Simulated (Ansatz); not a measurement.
# C2H5Cl3Sn: how energies converge with the basis set

Aim: see how fast density functionals converge with the basis set for C2H5Cl3Sn.

The runs use Ansatz 0.2.0, Gaussian basis; one geometry, several basis sets.

Levels to be run: PBE0-D4/def2-SVP; ωB97M-V/def2-SVP; PBE0-D4/def2-QZVPP; ωB97M-V/def2-QZVPP; the functionals' def2-TZVPP values are taken from earlier runs.

## Step 1: The relaxed structure

All runs share one geometry, relaxed beforehand with PBE0-D4 in a triple-zeta def2 set. Sn takes the def2 core potential; no spin-orbit term is included.

SMILES `C[CH2][Sn]([Cl])([Cl])[Cl]`, 11 atoms, charge 0, spin multiplicity 1.

Atoms are counted from 1 here; the program's logs count them from 0.

Bond lengths: C1–C2 1.519 Å, C1–H7 1.092 Å, C1–H8 1.092 Å, C1–H9 1.093 Å, C2–Sn3 2.131 Å, C2–H10 1.092 Å, C2–H11 1.092 Å, Sn3–Cl4 2.314 Å, Sn3–Cl5 2.314 Å, Sn3–Cl6 2.311 Å. Angles: C2–C1–H7 111.8°, C2–C1–H8 111.8°, C2–C1–H9 110.1°, H7–C1–H8 107.9°, H7–C1–H9 107.6°, H8–C1–H9 107.6°, C1–C2–Sn3 112.0°, C1–C2–H10 112.6°, C1–C2–H11 112.6°, Sn3–C2–H10 105.6°, Sn3–C2–H11 105.6°, H10–C2–H11 108.1°, C2–Sn3–Cl4 111.3°, C2–Sn3–Cl5 111.3°, C2–Sn3–Cl6 113.7°, Cl4–Sn3–Cl5 106.3°, Cl4–Sn3–Cl6 106.9°, Cl5–Sn3–Cl6 106.9°.

## Step 2: PBE0-D4 in def2-SVP

Contents of in.yaml:

```yaml
crystal:
  periodic: [false, false, false]
  atoms:
    - {symbol: C, position_ang: [0.689745, -1.378922, 0.274519]}
    - {symbol: C, position_ang: [0.032861, -0.144539, 0.867405]}
    - {symbol: Sn, position_ang: [-0.588149, 1.228472, -0.638912]}
    - {symbol: Cl, position_ang: [-2.104514, 0.255391, -2.091168]}
    - {symbol: Cl, position_ang: [1.200271, 1.921777, -1.933629]}
    - {symbol: Cl, position_ang: [-1.589599, 3.135114, 0.200187]}
    - {symbol: H, position_ang: [1.581100, -1.125383, -0.302942]}
    - {symbol: H, position_ang: [0.008510, -1.924388, -0.381722]}
    - {symbol: H, position_ang: [0.996141, -2.060660, 1.072350]}
    - {symbol: H, position_ang: [0.706443, 0.417772, 1.517082]}
    - {symbol: H, position_ang: [-0.867606, -0.381633, 1.437432]}
basis:
  gaussian: {orbitals: def2-SVP}
hamiltonian: {xc: pbe0, dispersion: d4}
output: {orbitals: {seedname: orbitals}}
```

The runs that follow: ωB97M-V in def2-SVP; PBE0-D4 in def2-QZVPP; ωB97M-V in def2-QZVPP.

Q: Predict the results of all the runs planned. Wanted: PBE0-D4: double and triple zeta above quadruple; ωB97M-V: double and triple zeta above quadruple.

The runs gave:

```
                                       quantity           value
PBE0-D4: double and triple zeta above quadruple  16.95, 1.29 eV
ωB97M-V: double and triple zeta above quadruple  16.91, 1.24 eV
```

**Reading.** For PBE0-D4 the step from double to triple zeta gains 15.66 eV and the next only 1.29 eV. These are total energies; as a rule much of such shifts cancels in differences, which this series doesn't test.
